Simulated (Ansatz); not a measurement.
# CH₄O₂Zn: how energies converge with the basis set

An exercise on one series of results from a longer session: the logs are not shown, and one member is left open.

Program: Ansatz 0.2.0, Gaussian basis. Level of theory: one geometry, several basis sets. These are calculated values, not measurements.

The runs, in order: PBE0-D4/def2-SVP; ωB97M-V/def2-SVP; PBE0-D4/def2-QZVPP; ωB97M-V/def2-QZVPP; the functionals' def2-TZVPP values are taken from earlier runs.

## The relaxed structure

All runs share one geometry, relaxed beforehand with PBE0-D4 in a triple-zeta def2 set.

SMILES `C[O][Zn][OH]`, 8 atoms, charge 0, spin multiplicity 1.

Atoms are counted from 1 here; the program's logs count them from 0.

Bond lengths: C1–O2 1.401 Å, C1–H5 1.096 Å, C1–H6 1.098 Å, C1–H7 1.099 Å, O2–Zn3 1.763 Å, Zn3–O4 1.766 Å, O4–H8 0.959 Å. Angles: O2–C1–H5 108.4°, O2–C1–H6 112.9°, O2–C1–H7 112.8°, H5–C1–H6 107.4°, H5–C1–H7 107.3°, H6–C1–H7 107.7°, C1–O2–Zn3 125.6°, O2–Zn3–O4 174.0°, Zn3–O4–H8 115.0°.

The first run:

Input file in.yaml:

```yaml
crystal:
  periodic: [false, false, false]
  atoms:
    - {symbol: C, position_ang: [0.096490, 1.311587, -0.819866]}
    - {symbol: O, position_ang: [0.863684, 0.309550, -0.211730]}
    - {symbol: Zn, position_ang: [0.231972, -1.025013, 0.751990]}
    - {symbol: O, position_ang: [-0.258818, -2.331967, 1.833126]}
    - {symbol: H, position_ang: [0.773798, 2.003431, -1.332623]}
    - {symbol: H, position_ang: [-0.487795, 1.899206, -0.098820]}
    - {symbol: H, position_ang: [-0.599934, 0.917320, -1.572508]}
    - {symbol: H, position_ang: [-0.527197, -3.141314, 1.394731]}
basis:
  gaussian: {orbitals: def2-SVP}
hamiltonian: {xc: pbe0, dispersion: d4}
output: {orbitals: {seedname: orbitals}}
```

Launch:

```console
$ ansatz run in.yaml --threads 4 --pin off --events-out ev --progress --plain --max-ram 10444MiB
```

Steps of the session up to this table: PBE0-D4 in def2-SVP; ωB97M-V in def2-SVP; PBE0-D4 in def2-QZVPP; ωB97M-V in def2-QZVPP.

One of the session's tables, all rows but one given; the rest of the session is left out.

It belongs to the step «Functionals by basis». 

```
functional       basis  HOMO (eV)
   PBE0-D4    def2-SVP      -7.10
   PBE0-D4  def2-TZVPP          ?
   PBE0-D4  def2-QZVPP      -7.52
   ωB97M-V    def2-SVP      -9.50
   ωB97M-V  def2-TZVPP      -9.92
   ωB97M-V  def2-QZVPP      -9.95
```

Estimate the missing values for PBE0-D4, def2-TZVPP.

**Answer.** HOMO (eV): -7.50. In the column «HOMO (eV)» it lies between PBE0-D4, def2-QZVPP (-7.52) and PBE0-D4, def2-SVP (-7.10).
